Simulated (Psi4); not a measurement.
**B3LYP/def2-SVP (core potential) run of SnHSCl (SMILES [SH][Sn][Cl])**

What is the energy change on altering one bond length of SnHSCl at B3LYP/def2-SVP (core potential)? 

Program for the calculation: Psi4 1.11.

## Step 1: The molecule

The species is SnHSCl (4 atoms), meant as a singlet with charge 0. SMILES: `[SH][Sn][Cl]`. The shape is that of a PBE0-D4/def2-TZVP optimisation.

Bond lengths: S1–Sn2 2.427 Å, Sn2–Cl3 2.379 Å, S1–H4 1.344 Å. Angles: S1–Sn2–Cl3 96.5°, Sn2–S1–H4 93.1°.

## Step 2: The energy at B3LYP/def2-SVP (core potential)

The input, clhssn.xyz:

```xyz
4
ClHSSn
S      0.185700     1.488500    -0.409700
Sn    -1.395700    -0.351700    -0.341800
Cl     0.088800    -1.950300     0.607800
H      1.176700     0.753300     0.123400
```

The input, run.py:

```python
import psi4

psi4.set_memory('1600 MB')
psi4.set_num_threads(1)
psi4.set_output_file('clhssn.out', False)

with open('clhssn.xyz') as f:
    atoms = ''.join(f.readlines()[2:])
mol = psi4.geometry('0 1\n' + atoms + 'symmetry c1\nno_reorient\nno_com')

psi4.set_options({
    'basis': 'def2-SVP',
    'reference': 'rks',
    'puream': True,
    'e_convergence': 1e-09,
    'd_convergence': 1e-08,
    'scf_type': 'pk',
    'dft_radial_points': 99,
    'dft_spherical_points': 590,
})

e, wfn = psi4.energy('b3lyp', return_wfn=True)
psi4.oeprop(wfn, 'LOWDIN_CHARGES', 'WIBERG_LOWDIN_INDICES', 'QUADRUPOLE')
print(f'total energy {e:.8f} hartree = {e * 27.211386:.5f} eV')
```

Run with:

```
$ python run.py
```

clhssn.out (excerpt; [...] marks lines left out):

```text
[...]
    !!!  WARNING: ECP capability is in beta. Please check occupations closely.  !!!
[...]
  Running in c1 symmetry.
[...]
  Nuclear repulsion =  213.489034180479024
[...]
  Multiplicity = 1
[...]
  Nalpha       = 28
  Nbeta        = 28
[...]
    Number of basis functions: 67
[...]
   @RKS iter   1: -1073.11952216077498   -1.28046e+00   6.23388e-03 ADIIS/DIIS
[...]
   @RKS iter  12: -1073.21628119362254   -1.13687e-12   2.74027e-09 DIIS
[...]
    Orbital Energies [Eh]
    ---------------------
    Doubly Occupied:
       1A   -101.475719     2A    -88.840756     3A     -9.429981
       4A     -7.936673     5A     -7.195469     6A     -7.191336
       7A     -7.190200     8A     -5.904387     9A     -5.900852
      10A     -5.898286    11A     -5.127878    12A     -3.471856
      13A     -3.467918    14A     -3.464291    15A     -1.054279
      16A     -1.051737    17A     -1.049935    18A     -1.048580
      19A     -1.045266    20A     -0.786670    21A     -0.718433
      22A     -0.475852    23A     -0.403654    24A     -0.331467
      25A     -0.316586    26A     -0.308517    27A     -0.269493
      28A     -0.260951
[...]
  @RKS Final Energy: -1073.21628119362254
   => Energetics <=
    Nuclear Repulsion Energy =            213.4890341804790239
    One-Electron Energy =               -1988.6920202043663721
    Two-Electron Energy =                 760.4909321730548299
    DFT Exchange-Correlation Energy =     -58.5042273427899673
    Empirical Dispersion Energy =           0.0000000000000000
    VV10 Nonlocal Energy =                  0.0000000000000000
    Total Energy =                      -1073.2162811936225353
[...]
 Multipole Moments:
 ------------------------------------------------------------------------------------
     Multipole            Electronic (a.u.)      Nuclear  (a.u.)        Total (a.u.)
 ------------------------------------------------------------------------------------
 L = 1.  Multiply by 2.5417464519 to convert [e a0] to [Debye]
 Dipole X            :         46.6920182          -47.3336710           -0.6416528
 Dipole Y            :         30.9638790          -30.8463775            0.1175015
 Dipole Z            :          6.6028966           -6.8385409           -0.2356443
 Magnitude           :                                                    0.6935799
 L = 2.  Multiply by 1.3450342976 to convert [e a0^2] to [Debye ang]
 Quadrupole XX       :       -194.7855851          160.4334942          -34.3520909
 Quadrupole XY       :        -46.7301224           47.0093389            0.2792165
[...]
```

On the terminal:

```text
total energy -1073.21628119 hartree = -29203.70249 eV
```

Wall time 17 s (1 thread of Intel Xeon at 2.50GHz (Skylake/Cascade Lake), shared host); peak memory 0.59 GiB.

## Step 3: The distorted shape: energy and forces at B3LYP/def2-SVP (core potential)

The input, input.dat:

```
memory 1600 MB

molecule m {
  S      0.79919352     3.33448978    -0.79346765
  Sn    -2.63749075    -0.66461668    -0.64590839
  Cl     0.16780768    -3.68553286     1.14857554
  H      2.67191211     1.94516313     0.21394534
  units au
  symmetry c1
  no_reorient
  no_com
}

set {
  basis                def2-SVP
  puream               true
  e_convergence        1e-09
  d_convergence        1e-08
  scf_type             pk
  dft_radial_points    99
  dft_spherical_points 590
}

E = gradient("b3lyp")
```

Run with:

```
$ psi4 -n 1 input.dat output.dat
```

output.dat (excerpt; [...] marks lines left out):

```text
[...]
    !!!  WARNING: ECP capability is in beta. Please check occupations closely.  !!!
[...]
  Running in c1 symmetry.
[...]
  Nuclear repulsion =  199.821993032555639
[...]
  Multiplicity = 1
[...]
  Nalpha       = 28
  Nbeta        = 28
[...]
    Number of basis functions: 67
[...]
   @RKS iter   1: -1073.10653042260356   -1.35815e+00   6.04782e-03 ADIIS/DIIS
[...]
   @RKS iter  13: -1073.20447554159409   -1.13687e-12   2.92712e-09 DIIS
[...]
  @RKS Final Energy: -1073.20447554159409
   => Energetics <=
    Nuclear Repulsion Energy =            199.8219930325556390
    One-Electron Energy =               -1961.3206582096611328
    Two-Electron Energy =                 746.7532481010483707
    DFT Exchange-Correlation Energy =     -58.4590584655369057
    Empirical Dispersion Energy =           0.0000000000000000
    VV10 Nonlocal Energy =                  0.0000000000000000
    Total Energy =                      -1073.2044755415940926
[...]
 Multipole Moments:
 ------------------------------------------------------------------------------------
     Multipole            Electronic (a.u.)      Nuclear  (a.u.)        Total (a.u.)
 ------------------------------------------------------------------------------------
 L = 1.  Multiply by 2.5417464519 to convert [e a0] to [Debye]
 Dipole X            :         38.6720250          -39.7130575           -1.0410325
 Dipole Y            :         21.6109886          -21.9786260           -0.3676374
 Dipole Z            :          6.9534480           -7.1657375           -0.2122894
 Magnitude           :                                                    1.1242654
[...]
  -Total Gradient:
     Atom            X                  Y                   Z
    ------   -----------------  -----------------  -----------------
       1        0.026512022739     0.021434003715     0.001730250322
       2       -0.019295997789    -0.030757445241     0.003359326387
       3       -0.003990788714     0.005328004485    -0.002867757476
       4       -0.003206391816     0.003989322261    -0.002214080751
[...]
```

Wall time 24 s (1 thread of Intel Xeon at 2.50GHz (Skylake/Cascade Lake), shared host); peak memory 0.58 GiB.

## Step 4: What came out

Level: B3LYP/def2-SVP (core potential).

| quantity | value |
| --- | --- |
| first shape: total energy | -1073.21628 Eh |
| first shape: dipole moment | 1.76 D |
| first shape: HOMO energy | -7.10 eV |
| first shape: LUMO energy | -2.82 eV |
| first shape: HOMO–LUMO gap | 4.28 eV |
| distorted shape: total energy | -1073.20448 Eh |
| distorted shape: dipole moment | 2.86 D |
| distorted shape: HOMO energy | -6.53 eV |
| distorted shape: LUMO energy | -3.25 eV |
| distorted shape: HOMO–LUMO gap | 3.27 eV |
| distorted shape: largest force on an atom | 1.875 eV/Å |
| energy change with the S1–Sn2 bond stretched from 2.427 to 2.791 Å | 0.321 eV |

What this shows: With the S1–Sn2 bond stretched from 2.427 to 2.791 Å the energy rises by 0.32 eV (31.0 kJ/mol). The first shape isn't relaxed at this level, so the change isn't measured from a minimum.
